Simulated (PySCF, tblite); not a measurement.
# C₃H₅BrGe: isotopologues and vibrational averages

How do isotopes change the rotational constants and shieldings of C₃H₅BrGe (`[Br][Ge@H]1[CH]=C[CH2]1`)?

Programs: PySCF 2.14.0 with density-fitted response routines of our own, and tblite 0.8.0. All values are computed, except where a source is named. Atoms count from 0 throughout.

## (1) The starting structure

10 atoms, charge 0, multiplicity 1; geometry from: force field or distance geometry start.

Bonds of the start (Å): Br0–Ge1 2.32, C2–C3 1.37, C2–H6 1.11, C3–C4 1.50, C3–H7 1.05, C4–H8 1.15, C4–H9 1.12, Ge1–C2 1.83, Ge1–C4 1.87, Ge1–H5 1.57.

## (2) GFN2-xTB relaxation, lowest of a short conformer search

The job: settings as JSON, then the geometry in Å.

```
{"job": {"xc": "GFN2-xTB", "basis": "xTB", "kind": "relax"}, "charge": 0, "multiplicity": 1}
Br     2.639800     0.562900    -1.542400
Ge     1.188000    -0.067800     0.147000
C     -0.205200     1.105600     0.365200
C     -1.242500     0.319300    -0.053900
C     -0.423800    -0.927300    -0.238100
H      1.886400    -0.530700     1.476700
H     -0.305200     2.175700     0.633500
H     -2.280800     0.473100    -0.091800
H     -0.514800    -1.376900    -1.293500
H     -0.706300    -1.715400     0.507300
```

Command:

```console
> OMP_NUM_THREADS=1 python ens_run.py task.json out
```

The driver reads the study from task.json and runs its stages one after another.

The log of the run:

```text
step      E/eV     max force
  0    -406.10876    5.360
  1    -406.69877    1.409
  2    -406.76525    1.141
  3    -406.84983    0.858
  4    -406.89922    0.801
  5    -406.93298    0.466
  6    -406.94968    0.399
  7    -406.96466    0.378
  8    -406.97760    0.342
  9    -406.98691    0.274
 10    -406.99385    0.318
 11    -407.00137    0.287
 12    -407.00879    0.316
 13    -407.01367    0.232
 14    -407.01570    0.103
 15    -407.01684    0.093
 16    -407.01786    0.099
 17    -407.01900    0.135
 18    -407.02000    0.125
 19    -407.02061    0.074
 20    -407.02092    0.045
 21    -407.02116    0.053
 22    -407.02145    0.067
 23    -407.02185    0.091
 24    -407.02238    0.107
 25    -407.02299    0.106
 26    -407.02354    0.095
 27    -407.02399    0.085
 28    -407.02436    0.072
 29    -407.02459    0.049
 30    -407.02470    0.026
 31    -407.02474    0.021
 32    -407.02479    0.022
 33    -407.02486    0.033
 34    -407.02493    0.032
 35    -407.02497    0.016
 36    -407.02498    0.007
 37    -407.02498    0.007
 38    -407.02499    0.009
 39    -407.02499    0.014
 40    -407.02501    0.013
 41    -407.02502    0.010
 42    -407.02503    0.011
 43    -407.02504    0.010
 44    -407.02505    0.014
 45    -407.02507    0.014
 46    -407.02508    0.010
 47    -407.02509    0.008
 48    -407.02509    0.005
 49    -407.02510    0.005
 50    -407.02510    0.008
 51    -407.02511    0.009
 52    -407.02511    0.005
 53    -407.02511    0.004
```

Wall time 0.46 s (1 thread of Arm Neoverse N1, shared host).

Gain 0.916 eV; displacement 0.17 Å root mean square.

## (3) Tight optimisation and Hessian

The job: settings as JSON, then the geometry in Å.

```
{"job": {"xc": "PBE0", "basis": "pcSseg-1", "grid": 2, "temperatures": [300, 400], "kind": "geom"}, "charge": 0, "multiplicity": 1}
Br     2.725214     0.343031    -1.488138
Ge     1.232112    -0.020519     0.226149
C     -0.284270     1.237052     0.383873
C     -1.167945     0.307978     0.020154
C     -0.476497    -0.992563    -0.273342
H      2.122647    -0.430812     1.416235
H     -0.488573     2.261746     0.644621
H     -2.238442     0.429089    -0.064243
H     -0.577417    -1.302791    -1.314175
H     -0.811298    -1.813592     0.358756
```

The log of the run:

```text
step   0  E = -129724.0255303 eV  max force = 1.10753
step   1  E = -129724.0823067 eV  max force = 0.24747
step   2  E = -129724.0866016 eV  max force = 0.05956
step   3  E = -129724.0870928 eV  max force = 0.01672
step   4  E = -129724.0871575 eV  max force = 0.00840
step   5  E = -129724.0871637 eV  max force = 0.00310
step   6  E = -129724.0871642 eV  max force = 0.00084
step   7  E = -129724.0871642 eV  max force = 0.00084
step   8  E = -129724.0871643 eV  max force = 0.00078
harmonic wavenumbers (cm-1): 89.5 143.0 281.2 324.8 470.1 588.5 620.2 645.7 738.6 810.4 840.3 958.1 981.3 1046.6 1101.1 1159.4 1286.8 1435.4 1606.2 2166.0 3073.6 3128.7 3132.1 3230.5
```

It took 31 min on 1 thread of Arm Neoverse N1, shared host; peak memory 0.77 GiB.

## (4) Displacements along the modes, parent

The job: settings as JSON, then the geometry in Å.

```
{"job": {"xc": "PBE0", "basis": "pcSseg-1", "grid": 2, "temperatures": [300, 400], "kind": "vib", "mass_numbers": [79, 74, 12, 12, 12, 1, 1, 1, 1, 1]}, "charge": 0, "multiplicity": 1}
Br     2.724670     0.314924    -1.499074
Ge     1.186326    -0.013781     0.206587
C     -0.266768     1.251581     0.363122
C     -1.163843     0.304144     0.045521
C     -0.463544    -0.997502    -0.282683
H      2.010333    -0.418329     1.434868
H     -0.453743     2.289567     0.623568
H     -2.250912     0.428727     0.022905
H     -0.529912    -1.284947    -1.338163
H     -0.757077    -1.855766     0.333238
```

The log of the run:

```text
mode    cm-1    km/mol   phi_rrr   E(+)/cm-1  E(-)/cm-1
  1     89.46     0.46      -1.3      17.86      15.89
  2    143.01     0.68      -4.0      26.19      26.42
  3    281.21    20.18     -50.6      49.01      52.37
  4    324.81    11.12       4.4      59.51      59.12
  5    470.07    30.72     -47.3      82.94      86.34
  6    588.49    20.66      19.5     106.63     105.46
  7    620.19    27.77      -0.3     113.32     113.01
  8    645.72    35.91       9.5     117.79     117.10
  9    738.63   165.40       7.9     133.20     134.38
 10    810.36     2.99      49.2     147.70     144.32
 11    840.25     4.44      -1.7     152.24     152.19
 12    958.11     9.52     178.0     179.12     166.29
 13    981.26     0.11       4.8     178.09     177.53
 14   1046.60     2.74     -44.8     187.78     191.15
 15   1101.05    14.45       8.6     198.66     198.83
 16   1159.36     8.70      19.7     209.93     208.59
 17   1286.82    11.48      26.7     232.95     231.22
 18   1435.44     7.62     -80.0     255.72     261.55
 19   1606.22     6.03    -420.1     274.61     304.86
 20   2166.04   119.42    1217.2     436.61     349.53
 21   3073.62     9.30   -1326.8     508.23     603.61
 22   3128.70     2.00     227.7     574.25     557.95
 23   3132.11    18.18    1866.0     636.06     502.14
 24   3230.51     3.52    1912.7     655.48     518.20
```

It took 34 min on 1 thread of Arm Neoverse N1, shared host; peak memory 0.84 GiB.

## (5) Displacements along the modes, 13C at atom 2

The job, as its differences from that of step 4:

```diff
@@ -1,2 +1,2 @@
-{"job": {"xc": "PBE0", "basis": "pcSseg-1", "grid": 2, "temperatures": [300, 400], "kind": "vib", "mass_numbers": [79, 74, 12, 12, 12, 1, 1, 1, 1, 1]}, "charge": 0, "multiplicity": 1}
+{"job": {"xc": "PBE0", "basis": "pcSseg-1", "grid": 2, "temperatures": [300, 400], "kind": "vib", "mass_numbers": [79, 74, 13, 12, 12, 1, 1, 1, 1, 1]}, "charge": 0, "multiplicity": 1}
 Br     2.724670     0.314924    -1.499074
```

The log of the run:

```text
mode    cm-1    km/mol   phi_rrr   E(+)/cm-1  E(-)/cm-1
  1     89.31     0.46       1.3      15.86      17.82
  2    141.93     0.67       4.0      26.21      25.94
  3    280.26    18.97      48.4      52.12      48.93
  4    321.47    12.25       3.0      58.82      58.55
  5    467.55    31.04      45.9      85.83      82.53
  6    580.91    19.81     -21.5     104.01     105.35
  7    619.41    27.79      -0.2     112.81     113.18
  8    645.27    35.90      -8.7     117.05     117.70
  9    736.65   163.42      -8.7     134.02     132.89
 10    800.52     2.53      47.6     145.84     142.59
 11    840.15     4.26       1.7     152.17     152.22
 12    955.18    10.12    -176.9     165.80     178.56
 13    977.26     0.31       5.0     177.39     176.79
 14   1043.56     2.92      44.2     190.63     187.30
 15   1100.77    14.76      -8.7     198.78     198.62
 16   1158.44     8.64      17.7     209.70     208.51
 17   1277.02    11.79     -28.8     229.37     231.25
 18   1435.13     7.71      79.6     261.48     255.67
 19   1582.41     4.99    -394.0     271.22     299.59
 20   2166.03   119.41    1217.2     436.61     349.53
 21   3073.62     9.30   -1326.8     508.23     603.61
 22   3128.70     2.01     228.9     574.28     557.90
 23   3132.02    18.00    1856.1     635.65     502.44
 24   3219.57     3.77    1899.2     652.98     516.66
```

It took 33 min on 1 thread of Arm Neoverse N1, shared host; peak memory 0.84 GiB.

## (6) Vibrational averages by isotopologue

The job: settings as JSON, then the geometry in Å.

```
{"job": {"xc": "PBE0", "basis": "pcSseg-1", "grid": 2, "temperatures": [300, 400], "kind": "iso"}, "charge": 0, "multiplicity": 1}
Br     2.724670     0.314924    -1.499074
Ge     1.186326    -0.013781     0.206587
C     -0.266768     1.251581     0.363122
C     -1.163843     0.304144     0.045521
C     -0.463544    -0.997502    -0.282683
H      2.010333    -0.418329     1.434868
H     -0.453743     2.289567     0.623568
H     -2.250912     0.428727     0.022905
H     -0.529912    -1.284947    -1.338163
H     -0.757077    -1.855766     0.333238
```

The log of the run:

```text
parent
  Be/MHz 5615.84 1106.214 1102.669
  B0/MHz 5582.377 1103.542 1099.984
  ZPE/cm-1 14929.0
  <sigma>(0 K)/ppm 2576.703 1293.533 29.697 19.844 143.338 24.629 24.493 23.770 28.228 28.294
13C at atom 2
  Be/MHz 5525.438 1095.573 1093.547
  B0/MHz 5492.342 1092.67 1091.223
  ZPE/cm-1 14886.5
  <sigma>(0 K)/ppm 2576.846 1293.570 29.740 19.880 143.345 24.630 24.497 23.772 28.229 28.295
```

Wall time 1.6 h (1 thread of Arm Neoverse N1, shared host); peak memory 0.84 GiB. This counts the whole study up to here.

Rotational constants (MHz) at equilibrium and in the ground state:

```
 isotopologue                      Be                      B0  zero-point change (cm⁻¹)
       parent  5615.8, 1106.2, 1102.7  5582.4, 1103.5, 1100.0                       0.0
13C at atom 2  5525.4, 1095.6, 1093.5  5492.3, 1092.7, 1091.2                     -42.5
```

Shieldings of the first species (ppm): at equilibrium, the vibrational parts at 0 K, and the averages:

```
atom  equilibrium  anharmonic  harmonic      0 K    300 K    400 K
 Br0      2608.33       -6.68    -24.95  2576.70  2564.15  2557.02
 Ge1      1297.78       -1.71     -2.53  1293.53  1295.25  1295.86
  C2        33.46       -0.72     -3.04    29.70    29.10    28.75
  C3        23.70       -0.32     -3.54    19.84    20.02    20.01
  C4       148.45       -0.93     -4.18   143.34   142.59   142.17
  H5        24.95       -0.08     -0.24    24.63    24.61    24.59
  H6        24.95       -0.06     -0.40    24.49    24.46    24.44
  H7        24.27       -0.03     -0.47    23.77    23.77    23.76
  H8        28.86       -0.07     -0.57    28.23    28.19    28.17
  H9        28.93       -0.07     -0.57    28.29    28.26    28.23
```

Isotope effects on the shieldings at 0 K (ppb; positive means more shielded):

```
atom  13C at atom 2
 Br0            142
 Ge1             37
  C2             42
  C3             35
  C4              7
  H5              0
  H6              4
  H7              2
  H8              1
  H9              1
```

## (7) Results

| quantity | value |
| --- | --- |
| point group | C1 |
| B0 of the first species | 5582.4, 1103.5, 1100.0 MHz |
| zero-point energy | 14929 cm⁻¹ |
| zero-point change of σ(Br0) | -31.63 ppm |

In words: Zero-point motion changes the shielding of Br0 most, by -31.63 ppm. The largest secondary isotope effect is 142 ppb on Br0, 2 bonds from the change (13C at atom 2). The job flags a low mode; perturbation theory is less sure for low modes. Spin-orbit coupling is left out, which matters at and beside the heavy atoms.
